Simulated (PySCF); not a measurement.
**The bond of NaI−, level by level**

One job finds the state of NaI−, follows it along the bond with each method and fits the curves.

Method: Na aug-cc-pVDZ, I aug-cc-pVDZ-PP with ECP28, scalar-relativistic core potentials; program: PySCF 2.14.0.

2 further runs of the same task are left out: 2 set aside as unsound or not needed.

### Step 1. The job

A driver script around PySCF takes these settings:

```
atoms                         : Na, I
charge                        : -1
basis                         : Na aug-cc-pVDZ, I aug-cc-pVDZ-PP with ECP28
Hamiltonian                   : scalar-relativistic core potentials
basis functions               : 59
electrons treated             : 37
masses in u                   : 22.9898, 126.9045
levels                        : PBE0, PBE, r²SCAN, M06-2X, TPSS, MN15, HF, MP2, SCS-MP2
grid                          : 80 radial by 434 angular points
occupations                   : held fixed by the projection of orbital angular momentum
dissociation limit            : Na + I−, each in its ground configuration
starting distance in angstrom : 2.985
values of 2S to try           : 1, 3
```

Started as:

```sh
> OMP_NUM_THREADS=1 python dia.py task.json out
```

The runs that follow: The PBE0 curve of the state that the search chose; PBE (GGA); r²SCAN (meta-GGA); M06-2X; TPSS (meta-GGA); MN15; UHF (mean field).

What does the calculation give? Wanted: for each run, Re; ωe; De; μ.

As calculated:

Lowest PBE0 solution found, without spin–orbit coupling: ²Σ⁺ (doublet), unpaired electrons σ ↑.

| level | Re (Å) | ωe (cm⁻¹) | De (eV) | μ (D) |
| --- | --- | --- | --- | --- |
| UHF | 2.997 | 163.8 | 0.85 | 7.40 |
| UHF-MP2 | 2.996 | 164.9 | 0.93 | n/a |
| UHF-SCS-MP2 | 3.000 | 164.1 | 0.92 | n/a |
| PBE | 2.964 | 164.7 | 0.91 | 6.89 |
| TPSS | 2.967 | 166.2 | 0.94 | 7.26 |
| r²SCAN | 2.949 | 169.8 | 0.94 | 6.94 |
| PBE0 | 2.949 | 169.0 | 0.92 | 6.94 |
| MN15 | 2.977 | 160.2 | 0.91 | 6.20 |
| M06-2X | 2.923 | 172.4 | 0.90 | 6.22 |

De is counted to Na + I− in their ground configurations. A positive dipole points from Na to I; in an ion it is taken about the centre of mass and does not tell which atom is negative.

What this shows: The methods spread over 0.077 Å in bond length, from M06-2X to UHF-SCS-MP2. Of the levels with a De here, UHF gives the least (0.85 eV) and r²SCAN the most (0.94 eV).

Correlated steps freeze 5 core orbitals. Spin–orbit coupling is left out. At some levels the lowest empty orbital lies below the highest filled one (the two can be of opposite spin). With some functionals the highest level of the anion is positive, from self-interaction error or because the anion is truly unbound there; the finite basis then holds the extra electron, and no neutral molecule was run to test the binding. With spin–orbit coupling the term label itself may not hold.
